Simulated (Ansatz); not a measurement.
**ZnFBr: the cell at several levels of theory**

One table from this session's results is given with a row withheld; the runs are named, their logs left out.

The runs shown are made with Ansatz 0.2.0. PAW datasets, plane waves, zero pressure. The calculation is spin-unpolarised, and the structure need not be a phase that has been made.

## The structure to begin with

In-plane lattice: a = 2.638 Å, b = 2.638 Å, γ = 120.0°; thickness between the outer nuclei 2.58 Å. Around Zn lie 3 F at 1.99 Å and 3 Br at 1.99 Å; around F lie 3 Zn at 1.99 Å; around Br lie 3 Zn at 1.99 Å.

As a file:

```xyz
3
Lattice="2.6379 0.0000 0.0000 -1.3189 2.2845 0.0000 0.0000 0.0000 18.0000" Properties=species:S:1:pos:R:3 pbc="T T F"
Zn    0.0000    1.5230    9.0000
F     1.3189    0.7615   10.2878
Br    1.3189    0.7615    7.7122
```
Periodic in the plane only; c spans the vacuum.

Set-up of the first run:

Input file input.yaml:

```yaml
crystal:
  lattice:
    - [2.63789668, 0.0, 0.0]
    - [-1.31894834, 2.2844855374, 0.0]
    - [0.0, 0.0, 18.0]
  atoms:
    - { symbol: Zn, position: [0.3333333333, 0.6666666667, 0.5] }
    - { symbol: F, position: [0.6666666667, 0.3333333333, 0.5715440044] }
    - { symbol: Br, position: [0.6666666667, 0.3333333333, 0.4284559956] }
  periodic: [true, true, false]
kpoints:
  mp_grid: { grid: [12, 12, 1] }
hamiltonian:
  xc: pbe
scf:
  occupations: { method: fermi_dirac, width: 0.02 }
relax:
  f_tol: 0.005
  cell: {}
output:
  write_density: true
  write_potential: true
  elf: true
  volumetric_format: npy
```

Started as:

```sh
$ ansatz run input.yaml --threads 4 --pin off --max-ram 5529MiB --backend cpu --events-out ev --progress --plain --runs-dir out
```

Among the steps run: Relaxation with PBE; Relaxation with r2SCAN; Relaxing with PBEsol; Relaxation with LDA; HSE06: cell and atoms.

One of the session's tables, all rows but one given; the rest of the session is left out.

It belongs to the step «The cells side by side». 

| level | a (Å) | area (Å²/atom) |
| --- | --- | --- |
| PBE | 3.413 | 3.362 |
| r2SCAN | ? | ? |
| PBEsol | 3.345 | 3.230 |
| LDA | 3.296 | 3.136 |
| HSE06 | 3.385 | 3.307 |

**Question.** Estimate the row for r2SCAN.

As computed: a (Å): 3.369; area (Å²/atom): 3.276. In the column «a (Å)» it lies between PBEsol (3.345) and HSE06 (3.385).

In words: The first relaxation changed the area by +67.4 % from the start. The area runs from LDA (least) to PBE (most), a spread of 7.2 %, or 3.5 % in length if all axes shared it alike. The meshes differ: PBE 12×12×1, r2SCAN 12×12×1, PBEsol 12×12×1, LDA 12×12×1, HSE06 6×6×1.

Limits of these values: Warnings in the runs' records: xc potential rough in thin density, slab cell height set.
